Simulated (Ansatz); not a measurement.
# Sb2Se3: the band gap up the ladder of functionals

An exercise on one series of results from a longer session: the logs are not shown, and one member is left open.

Program: Ansatz 0.2.0. PAW datasets, plane waves. Spin-unpolarised throughout; all numbers are computed.

## The structure to begin with

The cell was relaxed beforehand with r2SCAN+rVV10.

Space group Pnma (No. 62), orthorhombic; conventional cell a = 12.023 Å, b = 3.989 Å, c = 11.587 Å, 27.78 Å³ an atom. Near Sb stand 3 Se at 2.60–2.80 Å; near Sb stand 3 Se at 2.67–2.68 Å; near Se stand 1 Sb at 2.60 Å; near Se stand 3 Sb at 2.67–2.80 Å; near Se stand 2 Sb at 2.68 Å.

As a file:

```cif
data_structure
_symmetry_space_group_name_H-M 'P 1'
_symmetry_Int_Tables_number 1
_cell_length_a 12.0226
_cell_length_b 3.9892
_cell_length_c 11.5866
_cell_angle_alpha 90.000
_cell_angle_beta 90.000
_cell_angle_gamma 90.000
_cell_volume 555.70
loop_
_atom_site_label
_atom_site_type_symbol
_atom_site_fract_x
_atom_site_fract_y
_atom_site_fract_z
_atom_site_occupancy
Sb1 Sb 0.14477 0.75000 0.03863 1
Sb2 Sb 0.85523 0.25000 0.96137 1
Sb3 Sb 0.35523 0.25000 0.53863 1
Sb4 Sb 0.64477 0.75000 0.46137 1
Sb5 Sb 0.03010 0.25000 0.32915 1
Sb6 Sb 0.96990 0.75000 0.67085 1
Sb7 Sb 0.46990 0.75000 0.82915 1
Sb8 Sb 0.53010 0.25000 0.17085 1
Se1 Se 0.94711 0.75000 0.12900 1
Se2 Se 0.05289 0.25000 0.87100 1
Se3 Se 0.55289 0.25000 0.62900 1
Se4 Se 0.44711 0.75000 0.37100 1
Se5 Se 0.21036 0.25000 0.19423 1
Se6 Se 0.78964 0.75000 0.80577 1
Se7 Se 0.28964 0.75000 0.69423 1
Se8 Se 0.71036 0.25000 0.30577 1
Se9 Se 0.62787 0.75000 0.05406 1
Se10 Se 0.37213 0.25000 0.94594 1
Se11 Se 0.87213 0.25000 0.55406 1
Se12 Se 0.12787 0.75000 0.44594 1
```

Set-up of the first run:

input.yaml reads:

```yaml
crystal:
  lattice:
    - [12.0226055422, 0.0, 0.0]
    - [0.0, 3.9891681306, 0.0]
    - [0.0, 0.0, 11.5866093665]
  atoms:
    - { symbol: Sb, position: [0.1447683128, 0.75, 0.0386268024] }
    - { symbol: Sb, position: [0.8552316872, 0.25, 0.9613731976] }
    - { symbol: Sb, position: [0.3552316872, 0.25, 0.5386268024] }
    - { symbol: Sb, position: [0.6447683128, 0.75, 0.4613731976] }
    - { symbol: Sb, position: [0.0301011303, 0.25, 0.329151006] }
    - { symbol: Sb, position: [0.9698988697, 0.75, 0.670848994] }
    - { symbol: Sb, position: [0.4698988697, 0.75, 0.829151006] }
    - { symbol: Sb, position: [0.5301011303, 0.25, 0.170848994] }
    - { symbol: Se, position: [0.9471149291, 0.75, 0.1290006156] }
    - { symbol: Se, position: [0.0528850709, 0.25, 0.8709993844] }
    - { symbol: Se, position: [0.5528850709, 0.25, 0.6290006156] }
    - { symbol: Se, position: [0.4471149291, 0.75, 0.3709993844] }
    - { symbol: Se, position: [0.2103638172, 0.25, 0.1942314213] }
    - { symbol: Se, position: [0.7896361828, 0.75, 0.8057685787] }
    - { symbol: Se, position: [0.2896361828, 0.75, 0.6942314213] }
    - { symbol: Se, position: [0.7103638172, 0.25, 0.3057685787] }
    - { symbol: Se, position: [0.6278712464, 0.75, 0.0540609194] }
    - { symbol: Se, position: [0.3721287536, 0.25, 0.9459390806] }
    - { symbol: Se, position: [0.8721287536, 0.25, 0.5540609194] }
    - { symbol: Se, position: [0.1278712464, 0.75, 0.4459390806] }
kpoints:
  mp_grid: { grid: [2, 6, 2] }
  band_path:
    path:
      - [[0.0, 0.0, 0.0], [0.5, 0.0, 0.0], [0.5, 0.5, 0.0], [0.0, 0.5, 0.0], [0.0, 0.0, 0.0], [0.0, 0.0, 0.5], [0.5, 0.0, 0.5], [0.5, 0.5, 0.5], [0.0, 0.5, 0.5], [0.0, 0.0, 0.5]]
      - [[0.5, 0.0, 0.0], [0.5, 0.0, 0.5]]
      - [[0.0, 0.5, 0.0], [0.0, 0.5, 0.5]]
      - [[0.5, 0.5, 0.0], [0.5, 0.5, 0.5]]
    npoints: 10
hamiltonian:
  xc: pbe
scf:
  occupations: { method: fermi_dirac, width: 0.02 }
  n_extra_bands: 9
output:
  forces: true
  stress: true
  eigenvalues: true
  write_density: true
  write_potential: true
  elf: true
  volumetric_format: npy
```

Steps of the session up to this table: PBE bands along the symmetry lines; Single point with r2SCAN; HSE06; Single point with PBE+SOC; PBE0 at the same geometry.

One of the session's tables, all rows but one given; the rest of the session is left out.

```
  level  gap (eV)
    PBE      0.89
 r2SCAN      1.13
  HSE06      1.40
PBE+SOC      0.81
   PBE0         ?
```

Estimate the missing values for PBE0.

As computed: gap (eV): 1.95. In the column «gap (eV)» it is the highest.

Meshes: PBE 2×6×2, r2SCAN 2×6×2, HSE06 2×4×2, PBE+SOC 2×6×2, PBE0 2×4×2

The gap runs from 0.81 eV (PBE+SOC) to 1.95 eV (PBE0). Against HSE06, PBE is short by 0.51 eV, at 64 % of it, and r2SCAN 81 %. PBE0 lies 0.55 eV above HSE06, which differs from it by screening the long-range exchange.

Limits of these values: Warnings in the runs' records: stress scf threshold loose, stress exchange threshold loose.
